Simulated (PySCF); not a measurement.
# CH3GeN (Ge(CN)H3): levels of theory compared

Wanted: a comparison of 6 runs (HF/def2-SVP, HF/def2-TZVP, B3LYP/6-31G*, PBE0/def2-SVP, MP2/6-311G**) of CH3GeN (Ge(CN)H3). Input form: a Python script.

The calculation is run with PySCF 2.14.0.

## (1) The system as given

CH3GeN: 6 atoms, total charge 0, spin state singlet. As SMILES, `[H][Ge]([H])([H])[C]#N`. The shape comes from GFN2-xTB, which is rough for such elements, and wasn't checked as a minimum.

Bond lengths: Ge1–C2 1.906 Å, C2–N3 1.145 Å, Ge1–H4 1.489 Å, Ge1–H5 1.489 Å, Ge1–H6 1.489 Å. Angles: Ge1–C2–N3 179.9°, C2–Ge1–H4 107.4°, C2–Ge1–H5 107.3°, C2–Ge1–H6 107.3°, H4–Ge1–H5 111.5°, H4–Ge1–H6 111.5°, H5–Ge1–H6 111.5°.

## (2) Energy and gradient at HF/def2-SVP (run 1)

Input file calc.py:

```python
from pyscf import gto

mol = gto.M(
    atom=[
    ('Ge', (-0.004750, 0.004280, -0.604420)),
    ('C', (0.010800, -0.010250, 1.301570)),
    ('N', (0.019380, -0.016370, 2.446100)),
    ('H', (1.412800, 0.016560, -1.060080)),
    ('H', (-0.727080, 1.233700, -1.031770)),
    ('H', (-0.711150, -1.227930, -1.051400)),
],
    basis='def2-svp',
    max_memory=1860,
    verbose=4,
)

mf = mol.RHF()
mf.conv_tol = 1e-10
mf.kernel()
if not mf.converged:
    mf = mf.newton().run(mf.mo_coeff, mf.mo_occ)

e_tot = mf.e_tot
print('Final energy', e_tot)
grad = mf.nuc_grad_method().kernel()
dip = mf.dip_moment()
pop, q = mf.mulliken_pop()
```

Run with:

```console
$ OMP_NUM_THREADS=1 python calc.py
```

Log:

```text
PySCF version 2.14.0

[... 60 lines left out ...]
converged SCF energy = -2169.07842179619
Final energy -2169.078421796186
[... 12 lines left out ...]
Dipole moment(X, Y, Z, Debye): -0.03039,  0.02716, -3.89560
[... 82 lines left out ...]
charge of    5H =     -0.10128
```

Run time: 4.8 s. Hardware: 1 thread of Intel Xeon at 2.70GHz, shared host; peak memory 0.15 GiB.

## (3) Energy and gradient at HF/def2-TZVP (run 2)

Input file input.py:

```python
# Ge(CN)H3
from pyscf import gto, scf

mol = gto.M(
    atom='''
Ge    -0.004750     0.004280    -0.604420
C      0.010800    -0.010250     1.301570
N      0.019380    -0.016370     2.446100
H      1.412800     0.016560    -1.060080
H     -0.727080     1.233700    -1.031770
H     -0.711150    -1.227930    -1.051400
''',
    max_memory=1860,
    basis='def2-tzvp',
    verbose=3,
    charge=0,
)

calc0 = scf.RHF(mol)
calc0.conv_tol = 1e-10
calc0.kernel()
if not calc0.converged:
    calc0 = calc0.newton().run(calc0.mo_coeff, calc0.mo_occ)

etot = calc0.e_tot
print('Final energy', etot)
grad = calc0.nuc_grad_method().kernel()
dip = calc0.dip_moment()
pop, q = calc0.mulliken_pop()
```

Run with:

```console
$ OMP_NUM_THREADS=1 python input.py
```

Log:

```text
converged SCF energy = -2169.4538170209
Final energy -2169.4538170208966
[... 9 lines left out ...]
Dipole moment(X, Y, Z, Debye): -0.03136,  0.02777, -4.02350
[... 135 lines left out ...]
charge of    5H =      0.01854
```

Wall time 24 s (1 thread of Intel Xeon at 2.70GHz, shared host); peak memory 0.38 GiB.

Run 3 isn't shown in full; the table further down has it.

## (4) Energy and forces at B3LYP/6-31G(d) (Cartesian functions) (run 4)

Input file calc.py:

```python
import pyscf.grad
from pyscf import gto, dft

mol = gto.Mole()
mol.atom = '''
Ge      -0.004750       0.004280      -0.604420
C        0.010800      -0.010250       1.301570
N        0.019380      -0.016370       2.446100
H        1.412800       0.016560      -1.060080
H       -0.727080       1.233700      -1.031770
H       -0.711150      -1.227930      -1.051400
'''
mol.cart = True
mol.basis = '6-31g*'
mol.charge = 0
mol.max_memory = 1860
mol.verbose = 4
mol.build()

calc0 = dft.RKS(mol)
calc0.xc = 'b3lyp'
calc0.conv_tol = 1e-10
calc0.grids.level = 5
calc0.kernel()
if not calc0.converged:
    calc0 = calc0.newton().run(calc0.mo_coeff, calc0.mo_occ)

e_final = calc0.e_tot
print('E = %.10f Eh' % e_final)
grad = calc0.Gradients().kernel()
dip = calc0.dip_moment()
pop, q = calc0.mulliken_pop()
```

Run with:

```console
$ OMP_NUM_THREADS=1 python calc.py
```

Log:

```text
PySCF version 2.14.0

[... 75 lines left out ...]
converged SCF energy = -2171.39823766828
[... 14 lines left out ...]
Dipole moment(X, Y, Z, Debye): -0.02905,  0.02556, -3.71140
[... 78 lines left out ...]
charge of    5H =      0.06414
```

Run time: 20 s. Hardware: 1 thread of Intel Xeon at 2.70GHz, shared host; peak memory 0.7 GiB.

Run 5 isn't shown in full; the table further down has it.

## (5) Energy and forces at MP2/6-311G(d,p) (run 6)

Input file start.xyz:

```xyz
6
CH3GeN
Ge    -0.004750     0.004280    -0.604420
C      0.010800    -0.010250     1.301570
N      0.019380    -0.016370     2.446100
H      1.412800     0.016560    -1.060080
H     -0.727080     1.233700    -1.031770
H     -0.711150    -1.227930    -1.051400
```

Input file calc.py:

```python
# Ge(CN)H3
from pyscf import gto, mp

mol = gto.M(
    atom='start.xyz',
    verbose=4,
    basis='6-311g**',
    max_memory=1860,
    charge=0,
)

myscf = mol.RHF()
myscf.conv_tol = 1e-10
myscf.kernel()
if not myscf.converged:
    myscf = myscf.newton().run(myscf.mo_coeff, myscf.mo_occ)

pt = mp.MP2(myscf, frozen=11).run()
e_tot = pt.e_tot
print('E(%s) = %.9f' % ('MP2', e_tot))
grad = pt.nuc_grad_method().kernel()
myscf.analyze()
```

Run with:

```console
$ OMP_NUM_THREADS=1 python calc.py
```

Log:

```text
PySCF version 2.14.0

[... 97 lines left out ...]
MO #8   energy= -7.22584585589709  occ= 2
[... 17 lines left out ...]
MO #26  energy= 0.117093052298118  occ= 0
[... 17 lines left out ...]
MO #44  energy= 0.781596061120251  occ= 0
[... 17 lines left out ...]
MO #62  energy= 1.80429572038575   occ= 0
[... 17 lines left out ...]
MO #80  energy= 3.17743448097073   occ= 0
[... 17 lines left out ...]
MO #98  energy= 850.807042297095   occ= 0
[... 107 lines left out ...]
Dipole moment(X, Y, Z, Debye): -0.03104,  0.02765, -3.98022
```

It took 17 s on 1 thread of Intel Xeon at 2.70GHz, shared host; peak memory 1.3 GiB.

## (6) Overview of the runs

| run | level | integration grid | Cartesian functions | energy (Eh) | dipole moment (D) of the reference | HOMO energy (eV) | LUMO energy (eV) | wall time |
| --- | --- | --- | --- | --- | --- | --- | --- | --- |
| 1 | HF/def2-SVP | – | no | -2169.078422 | 3.90 | -12.85 | 3.53 | 4.8 s |
| 2 | HF/def2-TZVP | – | no | -2169.453817 | 4.02 | -12.84 | 3.25 | 24 s |
| 3 | B3LYP/6-31G* (spherical functions) | 5 | no | -2171.390097 | 3.71 | -9.23 | 0.04 | 18 s |
| 4 | B3LYP/6-31G* (Cartesian functions) | 5 | yes | -2171.398238 | 3.71 | -9.24 | 0.04 | 20 s |
| 5 | PBE0/def2-SVP | 5 | no | -2170.923404 | 3.67 | -9.70 | -0.01 | 18 s |
| 6 | MP2/6-311G** | – | no | -2169.945826 | 3.98 | -12.79 | 2.96 | 17 s |

## (7) Outcome

```
                                           quantity           value
                                run 6: total energy  -2169.94583 Eh
        run 6: dipole moment (Hartree–Fock density)          3.98 D
         run 6: HOMO energy (Hartree–Fock orbitals)       -12.79 eV
         run 6: LUMO energy (Hartree–Fock orbitals)         2.96 eV
       run 6: HOMO–LUMO gap (Hartree–Fock orbitals)        15.74 eV
run 6: correlation energy (11 core orbitals frozen)      -551.1 mEh
                    run 6: largest force on an atom      3.755 eV/Å
```

**Reading.** Over runs 1, 2, 3, 4, 5 the dipole moment (its size) runs from 3.67 D (PBE0/def2-SVP) to 4.02 D (HF/def2-TZVP). The two ends differ in method and basis. Over runs 1, 2, 3, 4, 5 the HOMO–LUMO gap runs from 9.28 eV (B3LYP/6-31G*) to 16.38 eV (HF/def2-SVP). Totals of different functionals can't be ranked against each other. All runs together took 1.7 min, the longest 24 s.
